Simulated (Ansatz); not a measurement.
# Si4B5F: the cost of one run

Program: Ansatz 0.2.0. Level of theory: DFT PBE, scalar-relativistic, plane waves, PAW. These are calculated values, not measurements.

1 further run of the same task is left out (set aside as unsound or not needed). Runs told in other sessions of the task aren't counted.

## (1) The starting structure

Symmetry: P4mm, No. 99, tetragonal system. The conventional cell has a = 4.766 Å, b = 4.766 Å, c = 7.174 Å, α = 90.00°, β = 90.00°, γ = 90.00°. Si (site symmetry m) has 3 B at 2.05 to 2.16 Å and 2 Si at 2.26 Å in its first shell of neighbours. B (site symmetry m) has 3 B at 1.88 to 2.04 Å and 2 Si at 2.16 Å in its first shell of neighbours. Around B (site symmetry 4mm) lie 1 F at 1.36 Å and 4 Si at 2.05 Å. F (site symmetry 4mm) has 1 B at 1.36 Å in its first shell of neighbours.

Coordinates:

```cif
data_structure
_symmetry_space_group_name_H-M 'P4mm'
_symmetry_Int_Tables_number 99
_cell_length_a 4.7662
_cell_length_b 4.7662
_cell_length_c 7.1742
_cell_angle_alpha 90.000
_cell_angle_beta 90.000
_cell_angle_gamma 90.000
_cell_volume 162.98
loop_
_atom_site_label
_atom_site_type_symbol
_atom_site_symmetry_multiplicity
_atom_site_Wyckoff_symbol
_atom_site_fract_x
_atom_site_fract_y
_atom_site_fract_z
_atom_site_occupancy
Si1 Si 4 d 0.73688 0.73688 0.41448 1
B1 B 4 f 0.19699 0.50000 0.66706 1
B2 B 1 a 0.00000 0.00000 0.27158 1
F1 F 1 a 0.00000 0.00000 0.08136 1
```

It is the end of an earlier relaxation with the same method, from a generated guess; it needn't be the stable form of this composition. At a tolerance of 0.05 Å it has space group P4mm (No. 99); it has 16.30 Å³/atom, an uncorrected energy of +0.43 eV/atom over the elements.

## (2) Bands, states and charges

The input, input.yaml:

```yaml
crystal:
  lattice:
    - [4.7662380382, 0.0, 0.0]
    - [0.0, 4.7662380382, 0.0]
    - [0.0, 0.0, 7.1741811278]
  atoms:
    - { symbol: Si, position: [0.7368752205, 0.7368752205, 0.4144810123] }
    - { symbol: Si, position: [0.2631247795, 0.2631247795, 0.4144810123] }
    - { symbol: Si, position: [0.2631247795, 0.7368752205, 0.4144810123] }
    - { symbol: Si, position: [0.7368752205, 0.2631247795, 0.4144810123] }
    - { symbol: B, position: [0.1969873998, 0.5, 0.6670571007] }
    - { symbol: B, position: [0.8030126002, 0.5, 0.6670571007] }
    - { symbol: B, position: [0.5, 0.1969873998, 0.6670571007] }
    - { symbol: B, position: [0.5, 0.8030126002, 0.6670571007] }
    - { symbol: B, position: [0.0, 0.0, 0.2715752124] }
    - { symbol: F, position: [0.0, 0.0, 0.081358486] }
basis:
  ecutwfc: 420
kpoints:
  mp_grid: { grid: [8, 8, 6] }
  band_path:
    path:
      - [[0.0, 0.0, 0.0], [0.0, 0.5, 0.0], [0.5, 0.5, 0.0], [0.0, 0.0, 0.0], [0.0, 0.0, 0.5], [0.0, 0.5, 0.5], [0.5, 0.5, 0.5], [0.0, 0.0, 0.5]]
      - [[0.0, 0.5, 0.0], [0.0, 0.5, 0.5]]
      - [[0.5, 0.5, 0.0], [0.5, 0.5, 0.5]]
    npoints: 14
hamiltonian:
  xc: pbe
scf:
  occupations: { method: gaussian, width: 0.1 }
  n_extra_bands: 25
output:
  forces: true
  stress: true
  eigenvalues: true
  populations: true
  dos: { projected: true, de: 0.02, nscf_kmesh: { grid: [10, 10, 8] } }
  bader: true
  write_density: true
  write_potential: true
  elf: true
  volumetric_format: npy
```

Command:

```sh
$ ansatz run input.yaml --threads 1 --pin off --max-ram 2560MiB --backend cpu --events-out ev --progress --plain --runs-dir out
```

Q: Estimate wall time and peak memory on 1 thread of INTEL XEON PLATINUM 8581C at 2.10GHz (Emerald Rapids), shared host.

About 3 min, with a peak of 0.84 GiB.
